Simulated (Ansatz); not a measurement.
**CH₈GeO₂Si: a ladder of functionals and wavefunction methods**

An exercise on one series of results from a longer session: the logs are not shown, and one member is left open.

Computed with Ansatz 0.2.0, Gaussian basis. Level: functionals in def2-TZVPP, the program's frozen cores in correlated methods.

Plan: PBE-D4, r2SCAN-D4, PBE0-D4, B3LYP-D4, ωB97X-V, ωB97M-V, B2PLYP; CCSD(T)/def2-TZVPP; MP2/def2-QZVPP; extrapolation to the limit.

## Structure used throughout

The geometry comes from an earlier relaxation with PBE0-D4 in a triple-zeta def2 set; it is a stationary point, not always the lowest conformer.

13 atoms, charge 0, spin multiplicity 1.

Atoms are counted from 1 here; the program's logs count them from 0.

Bond lengths: C1–Si2 1.865 Å, C1–H6 1.093 Å, C1–H7 1.094 Å, C1–H8 1.092 Å, Si2–O3 1.655 Å, Si2–Ge4 2.389 Å, Si2–H9 1.496 Å, O3–H10 0.958 Å, Ge4–O5 1.799 Å, Ge4–H11 1.538 Å, Ge4–H12 1.546 Å, O5–H13 0.959 Å. Angles: Si2–C1–H6 111.5°, Si2–C1–H7 109.6°, Si2–C1–H8 111.1°, H6–C1–H7 108.0°, H6–C1–H8 108.4°, H7–C1–H8 108.1°, C1–Si2–O3 113.0°, C1–Si2–Ge4 110.6°, C1–Si2–H9 108.2°, O3–Si2–Ge4 106.0°, O3–Si2–H9 110.3°, Ge4–Si2–H9 108.7°, Si2–O3–H10 118.2°, Si2–Ge4–O5 107.5°, Si2–Ge4–H11 113.7°, Si2–Ge4–H12 113.6°, O5–Ge4–H11 103.3°, O5–Ge4–H12 108.8° and more.

As a file:

```xyz
13
CH8GeO2Si
C    -0.3946    1.6450   -0.7427
Si    0.7184    0.4026    0.0923
O     1.3694    0.9663    1.5058
Ge   -0.5049   -1.5666    0.6699
O    -1.1816   -2.2498   -0.8506
H     0.1630    2.5262   -1.0717
H    -0.8575    1.1903   -1.6234
H    -1.1920    1.9718   -0.0713
H     1.8037    0.0276   -0.8669
H     1.9844    1.6997    1.4598
H    -1.7560   -1.2903    1.5212
H     0.3545   -2.6493    1.3626
H    -0.5068   -2.6735   -1.3848
```

The first run:

in.yaml reads:

```yaml
crystal:
  periodic: [false, false, false]
  atoms:
    - {symbol: C, position_ang: [-0.394636, 1.644972, -0.742716]}
    - {symbol: Si, position_ang: [0.718446, 0.402565, 0.092263]}
    - {symbol: O, position_ang: [1.369409, 0.966338, 1.505811]}
    - {symbol: Ge, position_ang: [-0.504893, -1.566569, 0.669856]}
    - {symbol: O, position_ang: [-1.181603, -2.249796, -0.850638]}
    - {symbol: H, position_ang: [0.162990, 2.526170, -1.071662]}
    - {symbol: H, position_ang: [-0.857468, 1.190337, -1.623444]}
    - {symbol: H, position_ang: [-1.192013, 1.971812, -0.071349]}
    - {symbol: H, position_ang: [1.803662, 0.027610, -0.866925]}
    - {symbol: H, position_ang: [1.984409, 1.699703, 1.459829]}
    - {symbol: H, position_ang: [-1.756014, -1.290334, 1.521161]}
    - {symbol: H, position_ang: [0.354536, -2.649347, 1.362571]}
    - {symbol: H, position_ang: [-0.506815, -2.673460, -1.384780]}
basis:
  gaussian: {orbitals: def2-TZVPP}
hamiltonian: {xc: pbe, dispersion: d4}
output: {forces: true, orbitals: {seedname: orbitals}}
```

Started as:

```
> ansatz run in.yaml --threads 2 --pin off --events-out ev --progress --plain --max-ram 32768MiB --backend cuda --devices 0, --max-vram 18GiB
```

Among the steps run: PBE-D4 (GGA); r2SCAN-D4 (meta-GGA); PBE0-D4 (hybrid); B3LYP-D4 (hybrid); ωB97X-V (range-separated); ωB97M-V (range-separated); B2PLYP (double hybrid); CCSD(T) in def2-TZVPP; MP2 in def2-QZVPP.

One table of the session follows, with a row left open; its other results are not shown here.

```
            method  atomisation energy (kJ/mol)
            PBE-D4                       4516.9
         r2SCAN-D4                       4497.5
           PBE0-D4                       4448.9
          B3LYP-D4                       4471.6
           ωB97X-V                       4510.4
           ωB97M-V                       4489.1
            B2PLYP                       4433.6
     HF/def2-TZVPP                       3247.1
    MP2/def2-TZVPP                       4447.0
   CCSD/def2-TZVPP                       4341.4
CCSD(T)/def2-TZVPP                            ?
           MP2/CBS                       4562.2
       CCSD(T)/CBS                       4515.3
```

**Question.** Estimate the row for CCSD(T)/def2-TZVPP.

As computed: atomisation energy (kJ/mol): 4400.2. In the column «atomisation energy (kJ/mol)» it lies between CCSD/def2-TZVPP (4341.4) and B2PLYP (4433.6).

Limits of these values: Free atoms (1 C, 1 Si, 2 O, 1 Ge, 8 H) were run apart at each level; the atomisation energy is their sum less the molecule, without zero-point or spin-orbit terms.
